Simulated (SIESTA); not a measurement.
SnTe3:

```
Te Sn
1.0
     0.00000    3.86122    3.86122
     3.86122    0.00000    3.86122
     3.86122    3.86122    0.00000
Te Sn
3 1
Direct
  0.50000 0.50000 0.50000
  0.75000 0.75000 0.75000
  0.25000 0.25000 0.25000
  0.00000 0.00000 0.00000
```

The cell comes from a database or a generator and needn't be the stable form of this composition.

Base run:

- Program: SIESTA 5.4.2
- Functional: PBEsol
- Potentials or basis: PseudoDojo 0.4 standard (PBEsol files)
- Basis: DZ (energy shift 0.003 Ry; two zetas on semicore shells)
- Grid cutoff: 500 Ry
- Energy shift: 0.003 Ry
- k mesh: 6 × 6 × 6
- Occupations: fermi-dirac, width 0.05 eV
- Spin: no spin polarisation

Its results: band gap on the k mesh none (metal or under the smearing width); pressure -1.5 GPa.

Question: The run is repeated on the same cell with these changes: basis from DZ (energy shift 0.003 Ry; two zetas on semicore shells) to SZ (energy shift 0.003 Ry). What comes out?

Answer: Band gap on the k mesh none (metal or under the smearing width); pressure 5.7 GPa.

Caveats: the basis has no polarisation orbitals; spin-orbit coupling is left out, which moves the levels of the heavy elements; the basis of atomic orbitals isn't converged, which shifts pressures, moduli and gaps.
